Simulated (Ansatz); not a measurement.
Crystal: NbTe.

```xyz
2
Lattice="3.7030 0.0000 0.0000 -1.8515 3.2069 0.0000 0.0000 0.0000 3.6942" Properties=species:S:1:pos:R:3 pbc="T T T"
Te    1.8515    1.0690    0.0000
Nb    0.0000    0.0000    1.8471
```

The cell comes from a database or a generator and needn't be the stable form of this composition.

| Item | Value |
| --- | --- |
| Program | Ansatz 0.2.0 |
| Task | single point |
| Functional | PBEsol |
| Potentials or basis | Ansatz PAW |
| Cutoff | 420 eV (not typed: the program's choice for these potentials) |
| k mesh | 8 × 8 × 7 |
| Occupations | fermi-dirac, width 0.05 eV |
| Spin | no spin polarisation |

On this cell: pressure -5.2 GPa; largest force under 0.003 eV/Å; band gap on the k mesh none (metal or under the smearing width).

The same run follows on a disturbed copy (atoms moved at random, drawn with an rms of 0.05 Å):

```
Te Nb
1.0
     3.70297    0.00000    0.00000
    -1.85149    3.20687    0.00000
     0.00000    0.00000    3.69421
Te Nb
1 1
Direct
  0.66536 0.32952 0.99436
  0.00067 0.99729 0.50685
```

Q: What changes?

A: The energy (extrapolated to zero smearing) moves by +5.0 meV/atom; pressure -5.1 GPa; largest force 0.429 eV/Å; band gap on the k mesh none (metal or under the smearing width).

Forces on the atoms (eV/Å):
```
Te   0.049  0.033  0.425
Nb  -0.049 -0.033 -0.425
```

Stress tensor (GPa, compression positive):
```
-5.01  0.11  0.03
 0.11 -5.17  0.02
 0.03  0.02 -5.12
```

Caveats: the PAW data sets come from PBE, with cores solved anew for the run's functional, which leaves a small shift of forces and pressure.
